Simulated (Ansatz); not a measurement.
Relaxation of a periodic cell of 17 atoms, HC16 (host C, host structure diamond, interstitial H), to a largest force component of 0.08 eV/Å in at most 25 steps.

Theory: Ansatz 0.2.0, DFT PBE-D3(BJ), scalar-relativistic, plane waves, PAW. Settings: PAW set soft_1, cutoff 420 eV, k mesh 2x2x2, fermi-dirac smearing 0.02 eV, spin collinear.

```xyz
17
Lattice="0.0000 3.5700 3.5700 3.5700 0.0000 3.5700 3.5700 3.5700 0.0000" Properties=species:S:1:pos:R:3
C 0.000 0.000 0.000
C 0.892 0.892 0.892
C 1.785 1.785 0.000
C 2.678 2.678 0.892
C 1.785 0.000 1.785
C 2.678 0.892 2.678
C 3.570 1.785 1.785
C 4.463 2.678 2.678
C 0.000 1.785 1.785
C 0.892 2.678 2.678
C 1.785 3.570 1.785
C 2.678 4.463 2.678
C 1.785 1.785 3.570
C 2.678 2.678 4.463
C 3.570 3.570 3.570
C 4.463 4.463 4.463
H 3.140 2.316 3.095
```

Where does it end, and by what steps?

The forces met the threshold. The force dipped under the threshold on the way, but the program's further checks kept it going. Limits of this set-up: coarse k mesh, a small cell, in which the defect meets its images. After 7 steps the energy has fallen by 0.605 eV; H17 moved furthest, 0.68 Å.

| step | energy less start (eV) | largest force component (eV/Å) | accepted |
| --- | --- | --- | --- |
| 0 | 0.0000 | 1.355 | yes |
| 1 | -0.0862 | 0.707 | yes |
| 2 | -0.1214 | 0.290 | yes |
| 3 | -0.2287 | 0.574 | yes |
| 4 | -0.3091 | 0.715 | yes |
| 5 | -0.5362 | 0.379 | yes |
| 6 | -0.6054 | 0.056 | yes |
| 7 | -0.6054 | 0.056 | yes |

```xyz
17
Lattice="0.0000 3.5700 3.5700 3.5700 0.0000 3.5700 3.5700 3.5700 0.0000" Properties=species:S:1:pos:R:3
C 0.024 -0.025 0.021
C 0.920 0.871 0.917
C 1.816 1.767 0.021
C 2.705 2.656 0.896
C 1.815 -0.024 1.813
C 2.705 0.850 2.702
C 3.599 1.762 1.808
C 4.511 2.656 2.702
C 0.024 1.767 1.813
C 0.899 2.656 2.702
C 1.810 3.551 1.808
C 2.705 4.462 2.702
C 1.810 1.762 3.596
C 2.705 2.656 4.509
C 3.599 3.551 3.596
C 4.490 4.441 4.487
H 2.706 2.654 2.703
```

Whether the end is a true minimum wasn't checked by a vibrational analysis.

The run took 54 s on 1 thread of Arm Neoverse N1 (shared host), peak memory 0.36 GiB.
